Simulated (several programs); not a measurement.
**What each method gives for Bi4Te3 (R-3m)**

Measured values to be reproduced:
- volume: 34.22 Å³ an atom (from the lattice constants; a, hexagonal setting; “Bulk and surface electronic structure of Bi4Te3 from GW calculations and photoemission experiments”; literature value quoted in supplement; temperature not stated; 2022; arxiv:2204.08856)

A 7-atom cell of Bi4Te3 started from a crystallographic database, relaxed with r2SCAN+rVV10 in Ansatz, was computed with several methods. It is trigonal, R-3m (No. 166); a = 4.450 Å, c = 42.647 Å in the conventional setting, 34.83 Å³ an atom. Bi is surrounded by 6 Te at 3.08–3.26 Å; Bi is surrounded by 3 Bi at 3.05 Å; Te is surrounded by 6 Bi at 3.26 Å; Te is surrounded by 3 Bi at 3.08 Å. (Simulation; spin polarisation is off.)

```
CELL_PARAMETERS angstrom
2.22513 1.28468 14.21551
-2.22513 1.28468 14.21551
0.00000 -2.56936 14.21551
ATOMIC_POSITIONS crystal
Bi 0.71366 0.71366 0.71366
Bi 0.28634 0.28634 0.28634
Bi 0.14742 0.14742 0.14742
Bi 0.85258 0.85258 0.85258
Te 0.00000 0.00000 0.00000
Te 0.42002 0.42002 0.42002
Te 0.57998 0.57998 0.57998
```

Gaps and times are for a single point on this cell; volume and bulk modulus come from each method's own relaxation or energy curve at fixed shape, which is too stiff where a cell has free coordinates or axes. Times are rough, from shared hosts (AMD EPYC 7R13 Processor; Arm Neoverse V1; NVIDIA H100 80GB HBM3), and each method has its own mesh and cell size. A double dagger marks a value from a curve with shape and coordinates held. A star marks a curve whose lowest point is an end point. Gaps from k meshes are read at a limited set of points (mesh, symmetry points, PBE's band edges), so each method's own least gap may be somewhat smaller. Minimal bases can be far off for gaps. Times of the plane-wave ladder aren't listed, since it ran on unlike processors and cards. Curves at held shape can't give the bulk modulus of a layered or molecular crystal, so none is listed. d marks a direct gap, i an indirect one (no mark: not told apart), a dash a value that wasn't computed or didn't pass its checks.

```tsv
method	kind	gap (eV)	own volume (Å³/atom)	bulk modulus (GPa)	atoms computed	processor time
PBE-D3(BJ)	semilocal	–	33.86	–	7	–
r2SCAN+rVV10	semilocal	–	34.83	–	7	–
PBE-D4	semilocal	–	33.85	–	7	–
light PBE (260 eV and a coarse mesh)	light plane-wave	overlap 0.01	–	–	7	8.3 s
PBE	semilocal	0	–	–	7	–
LDA	semilocal	0	–	–	7	–
r2SCAN	semilocal	0.02 i	–	–	7	–
HSE06	hybrid	0.02 i	–	–	7	–
PBE/SZV (CP2K)	small basis	0.06 i	38.65*‡	–	7	3.2 min
PBE/DZVP (CP2K)	small basis	0.01	36.32‡	–	7	4.8 min
PBE+SOC	semilocal	overlap 0.10	–	–	7	–
PBE0	hybrid	0.93 i	–	–	7	–
```

With PBE the bands overlap or touch, or nearly. Semilocal functionals can close a real gap, so this doesn't show a metal; small gaps of other methods may in turn close between the points read or with spin-orbit coupling, and the solid may be a semimetal.

Comparison with experiment:
- Volume, measured 34.22 Å³ an atom: PBE-D3(BJ) -1.1 %, r2SCAN+rVV10 +1.8 %, PBE-D4 -1.1 %.
The calculations are for a static lattice; samples hold vibrations, temperature and, in optical gaps, excitons. A measured value is shown where most reports agree with it, and only for the quantities listed.

Only the rows marked +SOC include spin-orbit coupling.
